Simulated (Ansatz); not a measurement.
# Li16Cu: the cost of one run

Program: Ansatz 0.2.0. Level of theory: DFT PBE, plane waves, PAW, scalar-relativistic, no spin polarisation. These are calculated values, not measurements.

### 1 The structure to begin with

The cell holds 17 atoms (CuLi16): a = 6.980 Å, b = 6.980 Å, c = 6.980 Å, α = 90.00°, β = 90.00°, γ = 90.00°.

As a file:

```
CELL_PARAMETERS angstrom
6.98000 0.00000 0.00000
0.00000 6.98000 0.00000
0.00000 0.00000 6.98000
ATOMIC_POSITIONS crystal
Li 0.00000 0.00000 0.00000
Li 0.50000 0.00000 0.00000
Li 0.00000 0.50000 0.00000
Li 0.00000 0.00000 0.50000
Li 0.25000 0.25000 0.25000
Li 0.50000 0.50000 0.00000
Li 0.50000 0.00000 0.50000
Li 0.75000 0.25000 0.25000
Li 0.00000 0.50000 0.50000
Li 0.25000 0.75000 0.25000
Li 0.25000 0.25000 0.75000
Li 0.50000 0.50000 0.50000
Li 0.75000 0.75000 0.25000
Li 0.75000 0.25000 0.75000
Li 0.25000 0.75000 0.75000
Li 0.75000 0.75000 0.75000
Cu 0.24819 0.01413 0.38283
```

### 2 End point A

Contents of input.yaml:

```yaml
crystal:
  lattice:
    - [6.98, 0.0, 0.0]
    - [0.0, 6.98, 0.0]
    - [0.0, 0.0, 6.98]
  atoms:
    - { symbol: Li, position: [0.0, 0.0, 0.0] }
    - { symbol: Li, position: [0.5, 0.0, 0.0] }
    - { symbol: Li, position: [0.0, 0.5, 0.0] }
    - { symbol: Li, position: [0.0, 0.0, 0.5] }
    - { symbol: Li, position: [0.25, 0.25, 0.25] }
    - { symbol: Li, position: [0.5, 0.5, 0.0] }
    - { symbol: Li, position: [0.5, 0.0, 0.5] }
    - { symbol: Li, position: [0.75, 0.25, 0.25] }
    - { symbol: Li, position: [0.0, 0.5, 0.5] }
    - { symbol: Li, position: [0.25, 0.75, 0.25] }
    - { symbol: Li, position: [0.25, 0.25, 0.75] }
    - { symbol: Li, position: [0.5, 0.5, 0.5] }
    - { symbol: Li, position: [0.75, 0.75, 0.25] }
    - { symbol: Li, position: [0.75, 0.25, 0.75] }
    - { symbol: Li, position: [0.25, 0.75, 0.75] }
    - { symbol: Li, position: [0.75, 0.75, 0.75] }
    - { symbol: Cu, position: [0.2481926, 0.0141301, 0.3828337] }
basis:
  ecutwfc: 420.0
kpoints:
  mp_grid: { grid: [4, 4, 4] }
hamiltonian:
  xc: pbe
scf:
  occupations: { method: gaussian, width: 0.15 }
  lower_state_search: "off"
relax:
  f_tol: 0.03
  max_steps: 60
  adjacent_minimum: "off"
output:
  write_density: true
  write_potential: true
  elf: true
  volumetric_format: npy
```

Command:

```
$ ansatz run input.yaml --threads 4 --pin off --max-ram 10240MiB --backend cpu --events-out ev --progress --plain --runs-dir out
```

Q: Estimate wall time and peak memory on 4 threads of Arm Neoverse V1, shared host.

About 2.4 min, with a peak of 1 GiB.
